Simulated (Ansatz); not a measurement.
# CH5MgNO: the cost of one run

Program: Ansatz 0.2.0, Gaussian basis. Level of theory: unrestricted cation, the program's frozen cores in correlated methods. These are calculated values, not measurements.

The runs, in order: UKS PBE-D4/def2-TZVPP; UKS r2SCAN-D4/def2-TZVPP; UKS PBE0-D4/def2-TZVPP; UKS B3LYP-D4/def2-TZVPP; UKS wB97X-V/def2-TZVPP; UKS wB97M-V/def2-TZVPP; UKS B2PLYP/def2-TZVPP; UHF-CCSD(T)/def2-TZVPP; UHF-MP2/def2-QZVPP; extrapolation to the limit; then −ε(HOMO) from the neutral's earlier runs with LDA (SPW92), PBE-D4, revPBE-D4, BLYP-D4, r2SCAN-D4, B97M-V, PBE0-D4, B3LYP-D4, r2SCANh-D4, r2SCAN0-D4, HSE06-D4, BHLYP-D4, CAM-B3LYP-D4, LC-ωPBE, ωB97X-V, ωB97M-V.

### 1 The geometry

An earlier PBE0-D4 in a triple-zeta def2 set relaxation fixed the geometry.

SMILES `C[O][Mg][NH2]`, 9 atoms, charge 0, spin multiplicity 1.

Atoms are counted from 1 here; the program's logs count them from 0.

Bond lengths: C1–O2 1.375 Å, C1–H5 1.100 Å, C1–H6 1.100 Å, C1–H7 1.100 Å, O2–Mg3 1.762 Å, Mg3–N4 1.881 Å, N4–H8 1.009 Å, N4–H9 1.009 Å. Angles: O2–C1–H5 111.9°, O2–C1–H6 111.8°, O2–C1–H7 111.8°, H5–C1–H6 107.0°, H5–C1–H7 107.0°, H6–C1–H7 107.0°, C1–O2–Mg3 179.6°, O2–Mg3–N4 180.0°, Mg3–N4–H8 126.4°, Mg3–N4–H9 126.4°, H8–N4–H9 107.2°.

### 2 Cation, UKS PBE-D4/def2-TZVPP

in.yaml reads:

```yaml
crystal:
  periodic: [false, false, false]
  atoms:
    - {symbol: C, position_ang: [0.827753, 1.558800, -1.264994]}
    - {symbol: O, position_ang: [0.304262, 0.570703, -0.464951]}
    - {symbol: Mg, position_ang: [-0.356856, -0.700429, 0.560645]}
    - {symbol: N, position_ang: [-1.063194, -2.056879, 1.655237]}
    - {symbol: H, position_ang: [1.889665, 1.382367, -1.492051]}
    - {symbol: H, position_ang: [0.760478, 2.548661, -0.789812]}
    - {symbol: H, position_ang: [0.300126, 1.628207, -2.227770]}
    - {symbol: H, position_ang: [-1.521472, -2.899380, 1.343183]}
    - {symbol: H, position_ang: [-1.052161, -2.078350, 2.663514]}
basis:
  gaussian: {orbitals: def2-TZVPP}
total_charge: 1
magnetization: {spin_polarized: true, initial_magnetization: 1}
hamiltonian: {xc: pbe, dispersion: d4}
```

Command:

```sh
> ansatz run in.yaml --threads 4 --pin off --events-out ev --progress --plain --max-ram 10444MiB
```

What time and memory should one allow on 4 threads of Arm Neoverse N1, shared host?

About 14 s, with a peak of 0.41 GiB.
